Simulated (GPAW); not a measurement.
Crystal: RuS.

```
Ru S
1.0
     0.00000    2.76430    2.76430
     2.76430    0.00000    2.76430
     2.76430    2.76430    0.00000
Ru S
1 1
Direct
  0.00000 0.00000 0.00000
  0.25000 0.25000 0.25000
```

The cell comes from a database or a generator and needn't be the stable form of this composition.

Alike in all runs: program GPAW 26.7.0; functional PBEsol; potentials or basis PAW data sets generated in the run's folder for this functional; cutoff 600 eV; basis pw; k mesh 6 × 6 × 6; occupations gaussian, width 0.05 eV; hubbard terms Ru d U = 2 eV.

The same cell was started in several ways:

```csv
start,free energy over the lowest (meV/atom),net moment (μB),site or absolute moments (μB),gap
"collinear spin, ferromagnetic start of up to 2 μB; fixed moment 2",147.1,2.00,Ru +1.71; S +0.02,-
"collinear spin, random start of up to 0.57 μB",0.0,0.60,Ru +0.63; S -0.04,none (metal or under the smearing width)
"collinear spin, zero start",24.4,0.00,-,none (metal or under the smearing width)
```

The spin-polarised runs without a constraint all converged, yet they end up to 24 meV/atom apart: a converged run can sit in a state that isn't the lowest. Runs with fixed or held moments lie higher by the price of the constraint. A still lower state may exist.

Caveats: the cell is far from rest, so the order of the states can change on relaxing; the total moment is fixed, so each spin has its own Fermi level (some runs).
